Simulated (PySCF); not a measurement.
# TiNCl: singlet, from a linear start

Aim: relax TiNCl as a singlet from a linear start, check by its vibrations whether the end is a minimum, and collect its spectrum and constants.

Computed with PySCF 2.14.0. Level: PBE0, basis Ti def2-TZVP, N def2-TZVP, Cl def2-TZVP, no relativity, density fitting.

### Step 1. The starting structure

3 atoms, charge 0, spin multiplicity 1.

Bond lengths: Ti1–N2 1.770 Å, Ti1–Cl3 2.350 Å. Angles: N2–Ti1–Cl3 180.0°.

Z-matrix (Å, degrees; charge 0 multiplicity 1):
```
Ti
N  1 1.7700
Cl 1 2.3500 2 180.00
```

### Step 2. Linear start, singlet: relaxation

The steps below are one call of a driver around PySCF. For each, scf.py gives the equivalent set-up of the SCF; relaxations use the driver's own optimiser. Before each start the driver seeks the lowest SCF state from one or more starting densities and follows internal instabilities, so scf.py alone need not reach the same state.

The program finds C∞v symmetry in the start, which this walk keeps.

The input, scf.py:

```python
from pyscf import gto, scf, dft
mol = gto.M(atom='''
Ti     0.000000     0.000000    -0.592153
N      0.000000     0.000000    -2.362153
Cl     0.000000     0.000000     1.757847''',
    basis={'Ti': 'def2-TZVP', 'N': 'def2-TZVP', 'Cl': 'def2-TZVP'},
    charge=0, spin=0)
mf = dft.RKS(mol, xc='PBE0')
mf.grids.atom_grid = (50, 194)
aux = {'Ti': 'def2-universal-JKFIT', 'N': 'def2-universal-JKFIT', 'Cl': 'def2-universal-JKFIT'}
mf = mf.density_fit(auxbasis=aux)
mf.kernel()
```

Energy and gradient, step by step:

```csv
step,energy (Eh),change (kJ/mol),largest symmetric gradient (Eh/bohr)
0,-1363.983274,0.00,0.14150
1,-1364.017281,-89.28,0.04239
2,-1364.018007,-91.19,0.03494
3,-1364.018976,-93.73,0.00383
4,-1364.018987,-93.76,0.00066
5,-1364.018988,-93.77,0.00017
```

The walk ran for 5.2 s (4 threads, shared host).

It settles in C∞v symmetry, 93.8 kJ/mol below the start, after 5 steps: Ti–Cl 2.378 Å, Ti–N 1.547 Å; Cl–Ti–N 180.0°.

### Step 3. Frequencies

On the finer grid the gradient is checked again; gradients at displacements of ±0.01 bohr then give force constants and infrared intensities.

Changes to scf.py since step 2:

```diff
@@ -3,3 +3,3 @@
-Ti     0.000000     0.000000    -0.592153
-N      0.000000     0.000000    -2.362153
-Cl     0.000000     0.000000     1.757847''',
+Ti     0.000000     0.000000    -0.634464
+N      0.000000     0.000000    -2.181872
+Cl     0.000000    -0.000000     1.743824''',
@@ -9 +9 @@
-mf.grids.atom_grid = (50, 194)
+mf.grids.atom_grid = (75, 302)
```

This SCF starts from the last density.

SCF at the final geometry:

```text
init E= -1364.01904332327
  HOMO = -0.271169629496453  LUMO = -0.113348597459842  gap/eV = 4.29453
cycle= 1 E= -1364.01904332313  delta_E= 1.41e-10  |g|= 2.8e-05  |ddm|= 1.71e-05
  HOMO = -0.271167950826735  LUMO = -0.113353314905716  gap/eV = 4.29435
cycle= 2 E= -1364.01904332045  delta_E= 2.68e-09  |g|= 0.000123  |ddm|= 6.04e-05
  HOMO = -0.271168806334571  LUMO = -0.113348396503724  gap/eV = 4.29451
cycle= 3 E= -1364.01904332327  delta_E= -2.82e-09  |g|= 5.42e-06  |ddm|= 4.94e-05
  HOMO = -0.271169092662187  LUMO = -0.11334901282658  gap/eV = 4.29450
cycle= 4 E= -1364.01904332328  delta_E= -1.02e-11  |g|= 1.05e-07  |ddm|= 4.92e-06
  HOMO = -0.271169089893268  LUMO = -0.113349021581882  gap/eV = 4.29450
Extra cycle  E= -1364.01904332327  delta_E= 4.32e-12  |g|= 2.43e-07  |ddm|= 1.75e-07
converged SCF energy = -1364.01904332327
```

The whole step took 14 s.

Geometry: C∞v; Ti–Cl 2.378 Å, Ti–N 1.547 Å; Cl–Ti–N 180.0°.

Modes, for the most abundant isotopes:

```csv
symmetry,ω (cm⁻¹),IR (km/mol),μ (u),type
π,171i,231,21.16,bend
σ+,343,51.7,33.35,stretch
σ+,1174,302,16.69,stretch
```

2 modes are imaginary, the largest at 171i cm⁻¹: a saddle point, not a minimum.

Constants and moments:

* Dipole moment: 0.86 D
* Highest occupied level: -7.38 eV
* Lowest empty level: -3.08 eV
* Rotational constants: 0.08766 cm⁻¹
* Zero-point energy (real modes): 9.1 kJ/mol
* Principal polarisabilities: 32.4, 32.4, 69.5 bohr³
* Atomisation energy without zero-point energy: 878 kJ/mol
* Principal traceless quadrupole moments about the centre of mass: -19.71, 9.85, 9.85 D Å

Populations by atom (charges in e):

```
atom  Mulliken  Löwdin  polar tensor  Mayer order to Ti1
 Ti1      0.95    0.40          1.92                   –
  N2     -0.46   -0.24         -1.12                3.03
 Cl3     -0.50   -0.16         -0.80                0.89
```

Mulliken populations on Ti1: s 6.24, p 12.23, d 2.54, f 0.03.

### Step 4. Following the imaginary mode

The atoms are moved a little along the softest imaginary mode and relaxed again.

The program finds Cs symmetry in the start, which this walk keeps. Threshold on the gradient: 0.0003 Eh/bohr, with a further test on the energy change.

Changes to scf.py since step 3:

```diff
@@ -3,3 +3,3 @@
-Ti     0.000000     0.000000    -0.634464
-N      0.000000     0.000000    -2.181872
-Cl     0.000000    -0.000000     1.743824''',
+Ti     0.057846    -0.000411    -0.634519
+N     -0.119997     0.000853    -2.181927
+Cl    -0.031265     0.000222     1.743769''',
@@ -9 +9 @@
-mf.grids.atom_grid = (75, 302)
+mf.grids.atom_grid = (50, 194)
```

Steps of the walk:

```csv
step,energy (Eh),change (kJ/mol),largest symmetric gradient (Eh/bohr)
0,-1364.019655,0.00,0.01134
1,-1364.020240,-1.54,0.00697
2,-1364.028093,-22.15,0.01075
3,-1364.030532,-28.56,0.02641
4,-1364.032383,-33.42,0.04075
5,-1364.034693,-39.48,0.03119
6,-1364.036058,-43.07,0.02157
7,-1364.036829,-45.09,0.01397
8,-1364.037094,-45.78,0.00482
9,-1364.037122,-45.86,0.00209
10,-1364.037133,-45.89,0.00008
11,-1364.037133,-45.89,0.00001
```

The walk took 12 s.

It settles in Cs symmetry, 45.9 kJ/mol below the start, after 11 steps: Ti–Cl 2.274 Å, Ti–N 1.545 Å; Cl–Ti–N 117.7°.

### Step 5. Vibrations and properties at this point

As before: finer grid, then central differences.

Changes to scf.py since step 4:

```diff
@@ -3,3 +3,3 @@
-Ti     0.057846    -0.000411    -0.634519
-N     -0.119997     0.000853    -2.181927
-Cl    -0.031265     0.000222     1.743769''',
+Ti     0.444166    -0.003156    -0.593664
+N     -0.560627     0.003983    -1.767331
+Cl    -0.386273     0.002744     1.523757''',
@@ -9 +9 @@
-mf.grids.atom_grid = (50, 194)
+mf.grids.atom_grid = (75, 302)
```

SCF at the final geometry:

```text
init E= -1364.0370722551
  HOMO = -0.26135476753163  LUMO = -0.0970182920318441  gap/eV = 4.47182
cycle= 1 E= -1364.03707225412  delta_E= 9.76e-10  |g|= 7.56e-05  |ddm|= 4.65e-05
  HOMO = -0.261363988619266  LUMO = -0.0970140037681326  gap/eV = 4.47219
cycle= 2 E= -1364.03707223548  delta_E= 1.86e-08  |g|= 0.000327  |ddm|= 0.000157
  HOMO = -0.261359193662986  LUMO = -0.0970193483851444  gap/eV = 4.47191
cycle= 3 E= -1364.03707225514  delta_E= -1.97e-08  |g|= 1.89e-05  |ddm|= 0.000127
  HOMO = -0.26135756903893  LUMO = -0.0970182182222713  gap/eV = 4.47190
cycle= 4 E= -1364.03707225522  delta_E= -8.16e-11  |g|= 3.48e-07  |ddm|= 1.45e-05
  HOMO = -0.261357627711797  LUMO = -0.0970182315773655  gap/eV = 4.47190
Extra cycle  E= -1364.03707225522  delta_E= -2.27e-13  |g|= 7.02e-07  |ddm|= 9.08e-07
converged SCF energy = -1364.03707225522
```

The whole step took 18 s.

Geometry: Cs; Ti–Cl 2.274 Å, Ti–N 1.545 Å; Cl–Ti–N 118.0°.

Harmonic modes (main isotopes):

```tsv
symmetry	ω (cm⁻¹)	IR (km/mol)	type
a'	189	20.2	bend
a'	419	102	stretch
a'	1169	207	stretch
```

All wavenumbers are real: a minimum.

Constants and moments:

| Quantity | Value |
| --- | --- |
| Dipole moment | 5.99 D |
| Highest occupied level | -7.11 eV |
| Lowest empty level | -2.64 eV |
| Rotational constants | 1.047, 0.1164, 0.1048 cm⁻¹ |
| Zero-point energy | 10.6 kJ/mol |
| Principal polarisabilities | 28.2, 33.7, 62.3 bohr³ |
| Atomisation energy without zero-point energy | 926 kJ/mol |
| Principal traceless quadrupole moments about the centre of mass | -16.49, 6.59, 9.91 D Å |
| Entropy at 298.15 K and 1 bar | 281.1 J/(mol K) |
| Heat capacity Cp at 298.15 K | 47.9 J/(mol K) |
| Enthalpy at 298.15 K above 0 K | 12.25 kJ/mol |
| Rotational symmetry number | 1 |

Populations by atom (charges in e):

```json
{"atom": "Ti1", "Mulliken": "0.96", "Löwdin": "0.28", "polar tensor": "1.59", "Mayer order to Ti1": "–"}
{"atom": "N2", "Mulliken": "-0.48", "Löwdin": "-0.25", "polar tensor": "-0.91", "Mayer order to Ti1": "3.03"}
{"atom": "Cl3", "Mulliken": "-0.48", "Löwdin": "-0.04", "polar tensor": "-0.68", "Mayer order to Ti1": "0.90"}
```

Mulliken populations on Ti1: s 6.10, p 12.24, d 2.68, f 0.03.

### Step 6. Stability of the closed shell

At the lowest minimum the closed shell is tested against spin polarisation, on the (50, 194) grid. It is stable.

### Step 7. All stationary points

| spin | group | bonds | imaginary modes (cm⁻¹) | ΔE (kJ/mol) | with zero-point energy |
| --- | --- | --- | --- | --- | --- |
| singlet | Cs | Ti–Cl 2.274 Å, Ti–N 1.545 Å | none | 0.0 | 0.0 |
| singlet | C∞v | Ti–Cl 2.378 Å, Ti–N 1.547 Å | 171i, 171i | 47.3 | – |

### Step 8. Summary of results

```
                                 quantity                                        value
                                  minimum                                  singlet, Cs
                                 geometry  Ti–Cl 2.274 Å, Ti–N 1.545 Å; Cl–Ti–N 118.0°
                       wavenumbers (cm⁻¹)                189 (a'), 419 (a'), 1169 (a')
                            dipole moment                                       5.99 D
     highest occupied, lowest empty level                              -7.11, -2.64 eV
               polar-tensor charge of Ti1                                      +1.59 e
                        zero-point energy                                  10.6 kJ/mol
                      entropy at 298.15 K                              281.1 J/(mol K)
atomisation energy (no zero-point energy)                                   926 kJ/mol
```

**Reading.** From C∞v at the start the molecule goes to a Cs minimum, after a stop at a second-order saddle point 47.3 kJ/mol higher, from which it was pushed off along an imaginary mode. The strongest infrared band lies at 1169 cm⁻¹ (a', stretch). With 6.0 D the molecule is strongly polar. Other starts or spin states, not run here, may lie lower.

The search up to here ran for 56 s (4 threads, shared host).
